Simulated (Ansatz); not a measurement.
Geometry optimisation, DFT LDA, scalar-relativistic, plane waves, PAW (Ansatz).

Input:

```yaml
crystal:
  lattice:
    - [10.47, 0.0, 0.0]
    - [0.0, 10.47, 0.0]
    - [0.0, 0.0, 16.49]
  atoms:
    - { symbol: Li, position: [0.0, 0.0, 0.06064281] }
    - { symbol: Li, position: [0.33333333, 0.0, 0.06064281] }
    - { symbol: Li, position: [0.66666667, 0.0, 0.06064281] }
    - { symbol: Li, position: [0.0, 0.33333333, 0.06064281] }
    - { symbol: Li, position: [0.33333333, 0.33333333, 0.06064281] }
    - { symbol: Li, position: [0.66666667, 0.33333333, 0.06064281] }
    - { symbol: Li, position: [0.0, 0.66666667, 0.06064281] }
    - { symbol: Li, position: [0.33333333, 0.66666667, 0.06064281] }
    - { symbol: Li, position: [0.66666667, 0.66666667, 0.06064281] }
    - { symbol: Li, position: [0.16666667, 0.16666667, 0.16646452] }
    - { symbol: Li, position: [0.5, 0.16666667, 0.16646452] }
    - { symbol: Li, position: [0.83333333, 0.16666667, 0.16646452] }
    - { symbol: Li, position: [0.16666667, 0.5, 0.16646452] }
    - { symbol: Li, position: [0.5, 0.5, 0.16646452] }
    - { symbol: Li, position: [0.83333333, 0.5, 0.16646452] }
    - { symbol: Li, position: [0.16666667, 0.83333333, 0.16646452] }
    - { symbol: Li, position: [0.5, 0.83333333, 0.16646452] }
    - { symbol: Li, position: [0.83333333, 0.83333333, 0.16646452] }
    - { symbol: Li, position: [0.11001274, 0.09595335, 0.34081261] }
    - { symbol: Li, position: [0.33333333, 0.0, 0.27228623] }
    - { symbol: Li, position: [0.66666667, 0.0, 0.27228623] }
    - { symbol: Li, position: [0.0, 0.33333333, 0.27228623] }
    - { symbol: Li, position: [0.33333333, 0.33333333, 0.27228623] }
    - { symbol: Li, position: [0.66666667, 0.33333333, 0.27228623] }
    - { symbol: Li, position: [0.0, 0.66666667, 0.27228623] }
    - { symbol: Li, position: [0.33333333, 0.66666667, 0.27228623] }
    - { symbol: Li, position: [0.66666667, 0.66666667, 0.27228623] }
    - { symbol: F, position: [1.0, 1.0, 0.27228623] }
basis:
  ecutwfc: 420.0
kpoints:
  mp_grid: { grid: [3, 3, 1] }
hamiltonian:
  xc: lda
scf:
  occupations: { method: gaussian, width: 0.05 }
  lower_state_search: "off"
relax:
  f_tol: 0.03
  max_steps: 60
  adjacent_minimum: "off"
  constraints: [{ sites: [0, 1, 2, 3, 4, 5, 6, 7, 8] }]
```

Launched with:

```bash
$ ansatz run input.yaml --threads 4 --pin off --max-ram 10240MiB --backend cpu --events-out ev --progress --plain --runs-dir out
```

Question: Where does it end, and by what steps?

Answer: The run converged. Limits of this set-up: thin slab, slab without dipole correction. After 17 steps the energy has fallen by 2.228 eV; Li19 moved furthest, 1.97 Å. Parted: Li19–Li20 (2.78 → 3.49 Å). Joined: Li12–Li18 (3.49 → 3.04 Å), Li12–Li19 (4.15 → 2.75 Å), Li12–F28 (3.02 → 1.89 Å), Li16–Li19 (4.02 → 3.01 Å), Li18–Li19 (4.92 → 2.75 Å), Li18–F28 (3.02 → 1.89 Å).

```csv
step,energy less start (eV),largest force component (eV/Å),accepted
0,0.0000,0.894,yes
1,-0.3241,0.660,yes
2,-0.5454,0.372,yes
3,-0.7672,0.541,yes
4,-1.0026,0.537,yes
5,-1.2434,0.429,yes
6,-1.3559,0.476,yes
7,-1.4799,0.451,yes
8,-1.5729,0.403,yes
9,-1.6510,0.285,yes
10,-1.7359,0.193,yes
11,-1.8162,0.176,yes
12,-1.9234,0.320,yes
13,-2.0816,0.375,yes
14,-2.1723,0.239,yes
15,-2.2230,0.091,yes
16,-2.2271,0.034,yes
17,-2.2279,0.004,yes
```

```xyz
28
Lattice="10.4700 0.0000 0.0000 0.0000 10.4700 0.0000 0.0000 0.0000 16.4900" Properties=species:S:1:pos:R:3
Li 0.000 0.000 1.000
Li 3.490 0.000 1.000
Li 6.980 0.000 1.000
Li 0.000 3.490 1.000
Li 3.490 3.490 1.000
Li 6.980 3.490 1.000
Li 0.000 6.980 1.000
Li 3.490 6.980 1.000
Li 6.980 6.980 1.000
Li 1.787 1.719 2.671
Li 5.192 1.720 2.673
Li 8.724 1.518 2.882
Li 1.796 5.235 2.612
Li 5.182 5.235 2.612
Li 8.723 5.235 2.670
Li 1.787 8.750 2.671
Li 5.192 8.749 2.673
Li 8.725 8.952 2.882
Li -0.001 0.000 4.379
Li 3.488 -0.001 4.385
Li 6.980 0.000 4.380
Li 0.105 3.589 4.262
Li 3.491 3.502 4.355
Li 6.877 3.591 4.264
Li 0.105 6.880 4.262
Li 3.490 6.969 4.355
Li 6.878 6.878 4.264
F 8.724 10.470 4.012
```

Time of the run: 120 s on 4 threads of Intel(R) Xeon(R) Platinum 8488C (Sapphire Rapids), on a shared host, peak memory 2.6 GiB.
